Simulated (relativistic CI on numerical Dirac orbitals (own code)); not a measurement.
**S XV (S¹⁴⁺): levels and lines**

The task is the spectrum of S¹⁴⁺: levels, purity of their labels, lifetimes and lines; further runs change one setting each.

Method: Dirac-Coulomb-Breit CI, KLI orbitals optimised for each configuration, model QED (radiative potential, 1s self-energy scaled to tabulated hydrogen-like ionisation energies). Code: relativistic CI on numerical Dirac orbitals (own code) version 2.

### 1 The system

```
ion                       : S¹⁴⁺ (S XV)
nuclear charge            : 16
electrons                 : 2
isotope                   : A = 32
first configuration typed : 1s2
```

Outer shells as boxes (Hund's rule):

first configuration typed
```
1s [↑↓]
```

### 2 CI with the chosen configurations

The run's settings:

```ini
atom S  Z=16  charge=14  electrons=2
nucleus A=32  rms_radius_fm=3.2611
hamiltonian dirac-coulomb  breit=on  qed=on  c_scale=1
orbitals kli  potential=per-configuration
slater_scale 1
correlation none
mixing on
configurations
  1s2
  1s 2s
  1s 2p
  1s 3s
  1s 3p
  1s 3d
  1s 4s
  1s 4p
  1s 4d
  1s 4f
  1s 5s
  1s 5p
  1s 5d
  1s 5f
  1s 5g
  1s 6s
  1s 6p
  1s 6d
end
```

### 3 One common potential

Settings: those of step 2 with these lines changed.

```diff
@@ -3,3 +3,3 @@
 hamiltonian dirac-coulomb  breit=on  qed=on  c_scale=1
-orbitals kli  potential=per-configuration
+orbitals kli  potential=mean
 slater_scale 1
```

### 4 The first configuration alone

The run's settings:

```ini
atom S  Z=16  charge=14  electrons=2
nucleus A=32  rms_radius_fm=3.2611
hamiltonian dirac-coulomb  breit=on  qed=on  c_scale=1
orbitals kli  potential=per-configuration
slater_scale 1
correlation none
mixing on
configurations
  1s2
end
```

(Steps that only read results are left out.)

**Question.** What will these runs give? Wanted: lowest level; first excitation; lowest level of the other parity; fastest E1 line; ionisation energy.

As calculated:

| run | time | mean size of shift, levels followed (cm⁻¹) | lowest level | ionisation energy (eV) |
| --- | --- | --- | --- | --- |
| main run | 1 s | 0 | 1s2 1S0 | 3222.4 |
| one common potential | 0.84 s | 864 | 1s2 1S0 | - |
| the first configuration alone | 0.036 s | - | 1s2 1S0 | - |

The tabulated theoretical ionisation energy (NIST) is 3223.78 eV.

| quantity | value |
| --- | --- |
| lowest level | 1s2 1S0 |
| first excitation | 1s 2s 3S1, 2429.09 eV |
| lowest level of the other parity | 1s 2p 3P°0, 2445.55 eV |
| levels in the model | 59 |
| fastest E1 line (by rate) to the lowest level | 0.5040 nm, from 1s 2p 1P°1 |
| ionisation energy | 3222.4 eV |
| ionisation energy, tabulated theoretical (NIST) | 3223.78 eV |

1s2 1S0 comes out lowest; its LS label holds 100 % and its jj label 100 %; over the low levels the means are 99 and 95 %, so both schemes do about equally well. The ionisation energy from the two ground configurations alone is 0.042 % below the tabulated theoretical value. Of the changes tried, the run «one common potential» moves the low levels most, by 864 cm⁻¹ on average. Lifetimes count radiative decay inside the model alone.
